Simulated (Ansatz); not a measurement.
# B₂FH₃O: how energies converge with the basis set

An exercise on one series of results from a longer session: the logs are not shown, and one member is left open.

Program: Ansatz 0.2.0, Gaussian basis. Level of theory: one geometry, several basis sets. These are calculated values, not measurements.

Levels to be run: PBE0-D4/def2-SVP; ωB97M-V/def2-SVP; PBE0-D4/def2-QZVPP; ωB97M-V/def2-QZVPP; the functionals' def2-TZVPP values are taken from earlier runs.

### Structure used throughout

An earlier PBE0-D4 in a triple-zeta def2 set relaxation fixed the geometry.

SMILES `BOBF`, 7 atoms, charge 0, spin multiplicity 1.

Atoms are counted from 1 here; the program's logs count them from 0.

Bond lengths: B1–O2 1.363 Å, B1–H5 1.199 Å, B1–H6 1.195 Å, O2–B3 1.363 Å, B3–F4 1.316 Å, B3–H7 1.195 Å. Angles: O2–B1–H5 119.9°, O2–B1–H6 117.3°, H5–B1–H6 122.8°, B1–O2–B3 124.8°, O2–B3–F4 117.3°, O2–B3–H7 122.9°, F4–B3–H7 119.8°.

Set-up of the first run:

Input file in.yaml:

```yaml
crystal:
  periodic: [false, false, false]
  atoms:
    - {symbol: B, position_ang: [-0.716507, 0.982876, -0.080850]}
    - {symbol: O, position_ang: [-0.401962, -0.213351, 0.491441]}
    - {symbol: B, position_ang: [0.654924, -0.993556, 0.129913]}
    - {symbol: F, position_ang: [0.821536, -2.125022, 0.781983]}
    - {symbol: H, position_ang: [-0.039314, 1.415332, -0.970872]}
    - {symbol: H, position_ang: [-1.674933, 1.557712, 0.341275]}
    - {symbol: H, position_ang: [1.417556, -0.691992, -0.738688]}
basis:
  gaussian: {orbitals: def2-SVP}
hamiltonian: {xc: pbe0, dispersion: d4}
output: {orbitals: {seedname: orbitals}}
```

Started as:

```
> ansatz run in.yaml --threads 2 --pin off --events-out ev --progress --plain --max-ram 4352MiB
```

Among the steps run: PBE0-D4 in def2-SVP; ωB97M-V in def2-SVP; PBE0-D4 in def2-QZVPP; ωB97M-V in def2-QZVPP.

One table of the session follows, with a row left open; its other results are not shown here.

It belongs to the step «Density functionals: the series». 

```
functional       basis  HOMO (eV)
   PBE0-D4    def2-SVP      -9.00
   PBE0-D4  def2-TZVPP      -9.06
   PBE0-D4  def2-QZVPP      -9.08
   ωB97M-V    def2-SVP          ?
   ωB97M-V  def2-TZVPP     -11.44
   ωB97M-V  def2-QZVPP     -11.45
```

Estimate the missing values for ωB97M-V, def2-SVP.

The run gave: HOMO (eV): -11.33. In the column «HOMO (eV)» it lies between ωB97M-V, def2-TZVPP (-11.44) and PBE0-D4, def2-QZVPP (-9.08).
